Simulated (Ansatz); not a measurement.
Crystal: Mg6VZn.

```
Zn V Mg
1.0
     4.93605    0.00000    0.00000
     0.00000    3.10146    5.33829
     0.00000   -3.10146    5.33829
Zn V Mg
1 1 6
Direct
  0.00000 0.82326 0.82326
  0.50000 0.66968 0.66968
  0.50000 0.16544 0.16544
  0.50000 0.67308 0.15804
  0.50000 0.15804 0.67308
  0.00000 0.33320 0.33320
  0.00000 0.82925 0.34804
  0.00000 0.34804 0.82925
```

The cell comes from a database or a generator and needn't be the stable form of this composition.

* Program: Ansatz 0.2.0
* Task: single point
* Functional: PBE
* Potentials or basis: Ansatz PAW
* Cutoff: 420 eV (not typed: the program's choice for these potentials)
* k mesh: 6 × 5 × 5
* Occupations: fermi-dirac, width 0.05 eV
* Spin: collinear spin, ferromagnetic start
* Starting moments: [0.0, 2.0, 0.0, 0.0, 0.0, 0.0, 0.0, 0.0] μB

On this cell: pressure 0.1 GPa; largest force 0.037 eV/Å; net moment 3.14 μB per cell; site moments Zn -0.00; V +2.64; Mg -0.01, -0.00, +0.02 μB; band gap on the k mesh none (metal or under the smearing width).

The same run follows on a disturbed copy (atoms moved at random, drawn with an rms of 0.05 Å):

```xyz
8
Lattice="4.9360 0.0000 0.0000 0.0000 3.1015 5.3383 0.0000 -3.1015 5.3383" Properties=species:S:1:pos:R:3 pbc="T T T"
Zn    0.0070   -0.0095    8.7567
V     2.4775   -0.0255    7.1215
Mg    2.4717   -0.0017    1.7984
Mg    2.4317    1.6406    4.3953
Mg    2.4955   -1.5694    4.3744
Mg   -0.0318   -0.0288    3.5573
Mg   -0.0245    1.5101    6.3290
Mg   -0.0780   -1.4980    6.2878
```

Task: What does the disturbed cell give?

Result: The energy (extrapolated to zero smearing) moves by +5.8 meV/atom; pressure 0.3 GPa; largest force 0.359 eV/Å; net moment 3.13 μB per cell; site moments Zn -0.01; V +2.62; Mg -0.01, +0.00, +0.02 μB; band gap on the k mesh none (metal or under the smearing width).

Forces on the atoms (eV/Å):
```
Zn  -0.015 -0.003  0.035
V   -0.181  0.134 -0.028
Mg  -0.202  0.041 -0.238
Mg   0.044 -0.088  0.150
Mg  -0.217 -0.126  0.205
Mg   0.144  0.166  0.155
Mg   0.076 -0.073 -0.216
Mg   0.350 -0.052 -0.064
```

Stress tensor (GPa, compression positive):
```
 0.28  0.12 -0.03
 0.12  0.47 -0.08
-0.03 -0.08  0.10
```
